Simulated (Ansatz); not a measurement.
**ClGaHS radical: one species, many methods**

One table from this session's results is given with a row withheld; the runs are named, their logs left out.

Computed with Ansatz 0.2.0, Gaussian basis. Level: functionals in def2-TZVPP, the program's frozen cores in correlated methods.

Plan: LDA (SPW92), PBE-D4, revPBE-D4, BLYP-D4, r2SCAN-D4, B97M-V, PBE0-D4, B3LYP-D4, r2SCANh-D4, r2SCAN0-D4, HSE06-D4, BHLYP-D4, CAM-B3LYP-D4, LC-ωPBE, ωB97X-V, ωB97M-V, B2PLYP, PBE-QIDH; CCSD(T)/def2-SVP; CCSD(T)/def2-TZVPP; MP2/def2-QZVPP; extrapolation to the limit; RPA on PBE.

**The geometry**

All runs share one geometry, relaxed beforehand with PBE0-D4 in a triple-zeta def2 set.

SMILES `[SH][Ga][Cl]`, 4 atoms, charge 0, spin multiplicity 2.

Atoms are counted from 1 here; the program's logs count them from 0.

Bond lengths: S1–Ga2 2.233 Å, S1–H4 1.346 Å, Ga2–Cl3 2.170 Å. Angles: Ga2–S1–H4 90.9°, S1–Ga2–Cl3 116.7°.

The first run:

Input file in.yaml:

```yaml
crystal:
  periodic: [false, false, false]
  atoms:
    - {symbol: S, position_ang: [-1.045384, 0.685375, -0.952942]}
    - {symbol: Ga, position_ang: [0.031153, -1.171018, -0.334754]}
    - {symbol: Cl, position_ang: [1.459883, -0.975020, 1.287042]}
    - {symbol: H, position_ang: [-0.390052, 1.400362, -0.019547]}
basis:
  gaussian: {orbitals: def2-TZVPP}
magnetization: {spin_polarized: true, initial_magnetization: 1}
hamiltonian: {xc: lda}
output: {orbitals: {seedname: orbitals}}
```

Steps of the session up to this table: LDA; PBE-D4 (GGA); revPBE-D4 (GGA); BLYP-D4 (GGA); r2SCAN-D4 (meta-GGA); B97M-V (meta-GGA); PBE0-D4 (hybrid); B3LYP-D4 (hybrid); r2SCANh-D4 (hybrid); r2SCAN0-D4 (hybrid); HSE06-D4 (hybrid); BHLYP-D4 (hybrid); CAM-B3LYP-D4 (range-separated); LC-ωPBE-D4 (range-separated; the results give it without D4); ωB97X-V (range-separated); ωB97M-V (range-separated); B2PLYP (double hybrid); PBE-QIDH (double hybrid).

One of the session's tables, all rows but one given; the rest of the session is left out.

It belongs to the step «Frontier levels by functional». 

| functional | HOMO (eV) | LUMO (eV) | gap (eV) |
| --- | --- | --- | --- |
| LDA (SPW92) | -5.71 | -4.91 | 0.80 |
| PBE-D4 | -5.62 | -4.56 | 1.06 |
| revPBE-D4 | -5.58 | -4.41 | 1.17 |
| BLYP-D4 | -5.42 | -4.58 | 0.84 |
| r2SCAN-D4 | -6.01 | -4.21 | 1.80 |
| B97M-V | -5.75 | -4.70 | 1.06 |
| PBE0-D4 | -6.68 | -3.68 | 3.00 |
| B3LYP-D4 | -6.43 | -4.08 | 2.34 |
| r2SCANh-D4 | -6.39 | -3.90 | 2.49 |
| r2SCAN0-D4 | -6.97 | -3.45 | 3.51 |
| HSE06-D4 | -6.29 | -4.05 | 2.24 |
| BHLYP-D4 | -7.55 | -2.93 | 4.62 |
| CAM-B3LYP-D4 | -7.87 | -2.86 | 5.01 |
| LC-ωPBE | -9.24 | -1.43 | 7.81 |
| ωB97X-V | ? | ? | ? |
| ωB97M-V | -8.63 | -2.01 | 6.61 |

Estimate the missing values for ωB97X-V.

The run gave: HOMO (eV): -8.75; LUMO (eV): -1.84; gap (eV): 6.91. In the column «HOMO (eV)» it lies between LC-ωPBE (-9.24) and ωB97M-V (-8.63).
